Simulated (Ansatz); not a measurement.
# AlGaN2: a line through an energy map

One table from this session's results is given with a row withheld; the runs are named, their logs left out.

Computed with Ansatz 0.2.0 (DFT LDA, scalar-relativistic, plane waves, PAW, unless a step's input says otherwise).

3 further runs of the same task are left out: 3 set aside as unsound or not needed.

## The starting structure

Symmetry: P-4m2, No. 115, tetragonal system. The conventional cell has a = 3.115 Å, b = 3.115 Å, c = 4.384 Å, α = 90.00°, β = 90.00°, γ = 90.00°. Around Al (site symmetry -4m2) lie 4 N at 1.88 Å. Ga (site symmetry -4m2) has 4 N at 1.93 Å as nearest neighbours. Around N (site symmetry 2mm) lie 2 Al at 1.88 Å and 2 Ga at 1.93 Å.

As a file:

```cif
data_structure
_symmetry_space_group_name_H-M 'P-4m2'
_symmetry_Int_Tables_number 115
_cell_length_a 3.1152
_cell_length_b 3.1152
_cell_length_c 4.3839
_cell_angle_alpha 90.000
_cell_angle_beta 90.000
_cell_angle_gamma 90.000
_cell_volume 42.54
loop_
_atom_site_label
_atom_site_type_symbol
_atom_site_symmetry_multiplicity
_atom_site_Wyckoff_symbol
_atom_site_fract_x
_atom_site_fract_y
_atom_site_fract_z
_atom_site_occupancy
Al1 Al 1 c 0.50000 0.50000 0.50000 1
Ga1 Ga 1 a 0.00000 0.00000 0.00000 1
N1 N 2 g 0.50000 0.00000 0.74007 1
```

It goes back to an entry of the Materials Project, which need not be the stable form.

This cell was relaxed beforehand with the same method: volume 10.64 Å³/atom, gap on the mesh 3.06 eV.

## What is varied

The energy is mapped over volume and the cell's shape.

- volume per atom: 5 values from 9.79 to 11.49 Å³
- c/a of the conventional cell: 5 values from 1.173 to 1.688

Relaxed at each point: the atoms inside the fixed cell. Energies count from the relaxed crystal. Points are written as (first, second).

Set-up of the first run:

File input.yaml:

```yaml
crystal:
  lattice:
    - [3.0298050512, 0.0, 0.0]
    - [0.0, 3.0298050512, 0.0]
    - [0.0, 0.0, 4.2637472344]
  atoms:
    - { symbol: Al, position: [0.5, 0.5, 0.5] }
    - { symbol: Ga, position: [0.0, 0.0, 0.0] }
    - { symbol: "N", position: [0.5, 0.0, 0.740073839] }
    - { symbol: "N", position: [0.0, 0.5, 0.259926161] }
basis:
  ecutwfc: 520.0
kpoints:
  mp_grid: { grid: [8, 8, 6] }
hamiltonian:
  xc: lda
  pseudopotentials: { kind: paw, azcp: { folder: soft_1 } }
scf:
  occupations: { method: gaussian, width: 0.05 }
output:
  forces: true
  stress: true
  eigenvalues: true
relax:
  adjacent_minimum: "off"
  f_tol: 0.01
  max_steps: 30
```

Launch:

```console
$ ansatz run input.yaml --threads 1 --pin off --max-ram 2048MiB --backend cpu --events-out ev --progress --plain --runs-dir out
```

Steps of the session up to this table: The run at (9.79 Å³, 1.407); Point (10.21 Å³, 1.407); Grid point (10.64 Å³, 1.407); Grid point (11.06 Å³, 1.407); The run at (11.49 Å³, 1.407).

One table of the session follows, with a row left open; its other results are not shown here.

```
volume per atom (Å³)  energy (meV/atom)  slope (meV/atom per Å³)  pressure (GPa)  band gap on the k-mesh (eV)
                9.79                 51                     −127            20.4                         3.28
               10.21                  ?                        ?               ?                            ?
               10.64                  0                        0             0.0                         3.06
               11.06                 10                       47            −7.5                         2.77
               11.49                 38                       85           −13.6                         2.49
```

**Question.** Estimate the row for volume per atom (Å³) = 10.21.

Worked estimate for «energy (meV/atom)». A straight line through the neighbours (9.79, 51) and (10.64, 0) gives 51 + (0 − 51) × (10.21 − 9.79) / (10.64 − 9.79) = 26; a parabola fitted to 3 rows on both sides gives 14.

The run gave: energy (meV/atom): 12; slope (meV/atom per Å³): −57; pressure (GPa): 9.2; band gap on the k-mesh (eV): 3.27. In «energy (meV/atom)» the line misses by +14 and the parabola by +2.

Energies count from the relaxed crystal. Slopes come from the forces (and the stress, where the cell changes), not from differences of energies.

**Reading.** Along the line the energy is lowest at 10.64 Å³, 0 meV/atom from the zero. A fit to energies and slopes at the lowest point and its two neighbours puts the minimum at 10.636 Å³, with a curvature of about 120 meV/atom per (Å³)². V·d²E/dV² there is about 210 GPa, a bulk modulus under this line's constraint. The well is lopsided: two grid steps out, the energy rises by 51 meV/atom towards smaller values and 38 meV/atom towards larger ones. The highest point computed, at 9.79 Å³, lies 51 meV/atom above the lowest. This is one cut through a surface in two coordinates; it holds the lowest point sampled, which need not be a minimum.

Limits of these values: Warnings in the runs' records: pseudo functional mismatch, stress scf threshold loose.
